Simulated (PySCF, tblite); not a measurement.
**C6H9FGeO: geometry, infrared bands and NMR shifts**

Wanted: the infrared bands and NMR shifts of C6H9FGeO (`C#C/C(F)=[CH]\[GeH2][O]CC`), by calculation.

Programs: tblite 0.8.0 and PySCF 2.14.0, with density-fitted response routines of our own. Each step states its level of theory. These are calculated values for one molecule in the gas phase, unless marked as measured. Atoms are numbered from 0 throughout.

## Step 1: The starting structure

18 atoms, charge 0, multiplicity 1; geometry from: force field or distance geometry start.

Bonds of the start (Å): C0–C1 1.22, C1–C2 1.43, C2–F3 1.35, C2–C4 1.34, C4–Ge5 1.93, Ge5–O6 1.79, O6–C7 1.40, C7–C8 1.53, C0–H9 1.06, C4–H10 1.09, Ge5–H11 1.55, Ge5–H12 1.55, C7–H13 1.12, C7–H14 1.12, C8–H15 1.11, C8–H16 1.10, C8–H17 1.11.

## Step 2: Geometry optimisation with GFN2-xTB

The job: settings as JSON, then the geometry in Å.

```
{"job": {"kind": "relax", "xc": "GFN2-xTB", "basis": "xTB"}, "charge": 0, "multiplicity": 1}
C      2.231500    -1.486500     1.609000
C      2.279900    -0.975800     0.506300
C      2.366800    -0.383800    -0.788200
F      3.160100    -0.943800    -1.730800
C      1.657000     0.708200    -1.107600
Ge     0.468900     1.615600     0.109200
O     -0.769800     0.470500     0.722500
C     -1.625600     0.156200    -0.334300
C     -2.684800    -0.828900     0.151000
H      2.163600    -1.925900     2.574600
H      1.740000     1.111100    -2.117500
H      1.298900     2.146200     1.309600
H     -0.211500     2.812000    -0.595600
H     -1.067800    -0.334000    -1.173200
H     -2.151100     1.073400    -0.710900
H     -3.379500    -1.082100    -0.671500
H     -2.205700    -1.752000     0.522300
H     -3.279600    -0.374100     0.973600
```

Launch:

```console
$ OMP_NUM_THREADS=1 python probes_run.py task.json out
```

The driver reads the jobs from task.json and runs them one after another.

**Question.** This job is followed by: GFN2-xTB harmonic vibrations, gas phase; GIAO PBE0/pcSseg-1 NMR shielding, non-relativistic, gas phase. Predict these results of the whole session: strongest single infrared mode (GFN2-xTB); zero-point energy (GFN2-xTB); ¹³C shifts against TMS (PBE0/pcSseg-1); ¹H shifts against TMS (PBE0/pcSseg-1, means over atoms taken as alike); ¹⁹F shifts against CFCl3 (PBE0/pcSseg-1); ⁷³Ge shifts against GeMe4 (PBE0/pcSseg-1); ¹⁷O shifts against H2O (PBE0/pcSseg-1); surface potential, 1st and 99th percentile.

**Answer**, as computed:

| quantity | value |
| --- | --- |
| strongest single infrared mode (GFN2-xTB) | 1889 cm⁻¹, 375 km/mol |
| zero-point energy (GFN2-xTB) | 78.5 kcal/mol |
| ¹³C shifts against TMS (PBE0/pcSseg-1) | 160.7, 114.6, 93.2, 80.0, 64.1, 21.1 ppm |
| ¹H shifts against TMS (PBE0/pcSseg-1, means over atoms taken as alike) | 5.79, 5.16, 3.82, 2.92, 1.30 ppm |
| ¹⁹F shifts against CFCl3 (PBE0/pcSseg-1) | -60.7 ppm |
| ⁷³Ge shifts against GeMe4 (PBE0/pcSseg-1) | -48 ppm |
| ¹⁷O shifts against H2O (PBE0/pcSseg-1) | 22.3 ppm |
| surface potential, 1st and 99th percentile | -1.35 V and 1.56 V |

In words: Relaxing lowered the energy by 0.327 eV in 146 steps; the close pair that moved most is Ge5–H11, from 1.553 to 1.494 Å. No mode is imaginary among the 48: a minimum at this level. The strongest single mode, at 1889 cm⁻¹, moves mainly H12. Unscaled tight-binding wavenumbers are off by several per cent, some by more. Its intensities can rank the bands wrongly. The most deshielded hydrogen is H10 (hydrogen on an alkene CH), at 5.79 ppm: a vinylic proton, deshielded by the sp2 carbon and the C=C anisotropy. At PBE0/pcSseg-1: The largest span, 285 ppm, is at C1, where the paramagnetic term is -155 ppm. At PBE0/pcSseg-1, counted by nearest atom on the grid, the HOMO lies on C4 33 %; C0 21 %, the LUMO on C2, C4 about 23 % each; C0 17 %. Spin-orbit coupling is left out, which matters for shieldings and couplings at and beside the heavy atoms.
